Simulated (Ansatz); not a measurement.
# GdCd: the cost of one run

Program: Ansatz 0.2.0. Level of theory: DFT PBEsol, scalar-relativistic, plane waves, PAW. These are calculated values, not measurements.

2 further runs of the same task are left out: 1 that didn't finish, 1 set aside as unsound or not needed.

**1. Starting point**

It takes space group Pm-3m (No. 221, cubic). Conventional cell: a = 3.715 Å, b = 3.715 Å, c = 3.715 Å, α = 90.00°, β = 90.00°, γ = 90.00°. Around Gd (site symmetry m-3m) lie 8 Cd at 3.22 Å. Cd (site symmetry m-3m) is surrounded by 8 Gd at 3.22 Å.

As a file:

```
CELL_PARAMETERS angstrom
3.71526 0.00000 0.00000
0.00000 3.71526 0.00000
0.00000 0.00000 3.71526
ATOMIC_POSITIONS crystal
Gd 0.00000 0.00000 0.00000
Cd 0.50000 0.50000 0.50000
```

This cell comes from an earlier session at PBEsol: 25.641 Å³/atom at 0.00 GPa, on a 8×8×8 mesh.

Volume factors to run: 0.980, 1.020, 0.960, 1.040.

**2. Scaling the volume by 0.980**

Contents of input.yaml:

```yaml
crystal:
  lattice:
    - [3.6903235363, 0.0, 0.0]
    - [0.0, 3.6903235363, 0.0]
    - [0.0, 0.0, 3.6903235363]
  atoms:
    - { symbol: Gd, position: [0.0, 0.0, 0.0], spin: 7.85 }
    - { symbol: Cd, position: [0.5, 0.5, 0.5] }
basis:
  ecutwfc: 420
  ecutrho_ratio: 4
kpoints:
  mp_grid: { grid: [8, 8, 8] }
hamiltonian:
  xc: pbesol
scf:
  occupations: { method: gaussian, width: 0.05 }
output:
  forces: true
  stress: true
  eigenvalues: true
  populations: true
magnetization:
  spin_polarized: true
```

Run with:

```console
$ ansatz run input.yaml --threads 4 --pin off --max-ram 4096MiB --backend cpu --events-out ev --progress --plain --runs-dir out
```

Q: Estimate wall time and peak memory on 4 threads of Arm Neoverse N1, shared host.

About 5.2 s, with a peak of 0.46 GiB.
